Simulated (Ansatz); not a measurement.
# Ga8Sb3P5: the cost of one run

Computed with Ansatz 0.2.0 (DFT PBEsol, scalar-relativistic, plane waves, PAW, and further levels as typed in the inputs, unless a step's input says otherwise).

### Step 1. The starting structure

Symmetry: I-4m2, No. 119, tetragonal system. Conventional cell: a = 8.047 Å, b = 8.047 Å, c = 11.380 Å, α = 90.00°, β = 90.00°, γ = 90.00°. Around Ga (site symmetry m) lie 2 Sb at 2.46 Å and 2 P at 2.46 Å. Around Ga (site symmetry m) lie 1 Sb at 2.46 Å and 3 P at 2.46 Å. Sb (site symmetry -4m2) has 4 Ga at 2.46 Å as nearest neighbours. Around Sb (site symmetry 2mm) lie 4 Ga at 2.46 Å. P (site symmetry 2) has 4 Ga at 2.46 Å as nearest neighbours. P (site symmetry -4m2) has 4 Ga at 2.46 Å as nearest neighbours.

As a file:

```
Ga Sb P
1.0
     0.00000    5.69000    5.69000
     5.69000    0.00000    5.69000
     5.69000    5.69000    0.00000
Ga Sb P
8 3 5
Direct
  0.00000 0.00000 0.00000
  0.00000 0.00000 0.50000
  0.00000 0.50000 0.00000
  0.00000 0.50000 0.50000
  0.50000 0.00000 0.00000
  0.50000 0.00000 0.50000
  0.50000 0.50000 0.00000
  0.50000 0.50000 0.50000
  0.12500 0.12500 0.12500
  0.12500 0.12500 0.62500
  0.62500 0.62500 0.12500
  0.12500 0.62500 0.12500
  0.12500 0.62500 0.62500
  0.62500 0.12500 0.12500
  0.62500 0.12500 0.62500
  0.62500 0.62500 0.62500
```

### Step 2. Relaxing cell and atoms: Ga8Sb3P5, no spin

Input file input.yaml:

```yaml
crystal:
  lattice:
    - [0.0, 5.69, 5.69]
    - [5.69, 0.0, 5.69]
    - [5.69, 5.69, 0.0]
  atoms:
    - { symbol: Ga, position: [0.0, 0.0, 0.0] }
    - { symbol: Ga, position: [0.0, 0.0, 0.5] }
    - { symbol: Ga, position: [0.0, 0.5, 0.0] }
    - { symbol: Ga, position: [0.0, 0.5, 0.5] }
    - { symbol: Ga, position: [0.5, 0.0, 0.0] }
    - { symbol: Ga, position: [0.5, 0.0, 0.5] }
    - { symbol: Ga, position: [0.5, 0.5, 0.0] }
    - { symbol: Ga, position: [0.5, 0.5, 0.5] }
    - { symbol: Sb, position: [0.125, 0.125, 0.125] }
    - { symbol: Sb, position: [0.125, 0.125, 0.625] }
    - { symbol: P, position: [0.125, 0.625, 0.125] }
    - { symbol: P, position: [0.125, 0.625, 0.625] }
    - { symbol: P, position: [0.625, 0.125, 0.125] }
    - { symbol: P, position: [0.625, 0.125, 0.625] }
    - { symbol: Sb, position: [0.625, 0.625, 0.125] }
    - { symbol: P, position: [0.625, 0.625, 0.625] }
scf:
  occupations: { method: gaussian, width: 0.01 }
output:
  forces: true
  stress: true
  eigenvalues: true
  write_density: true
  write_potential: true
  elf: true
  volumetric_format: npy
hamiltonian:
  xc: pbesol
relax:
  f_tol: 0.005
  max_steps: 60
  cell: { stress_tol: 0.03 }
kpoints:
  mp_grid: { grid: [4, 4, 4] }
```

Started as:

```sh
$ ansatz run input.yaml --threads 8 --pin off --max-ram 24576MiB --backend cpu --events-out ev --progress --plain --runs-dir out
```

What time and memory should one allow on 8 threads of Intel Xeon 6975P-C (Granite Rapids), shared host?

About 27 s, with a peak of 1.9 GiB.
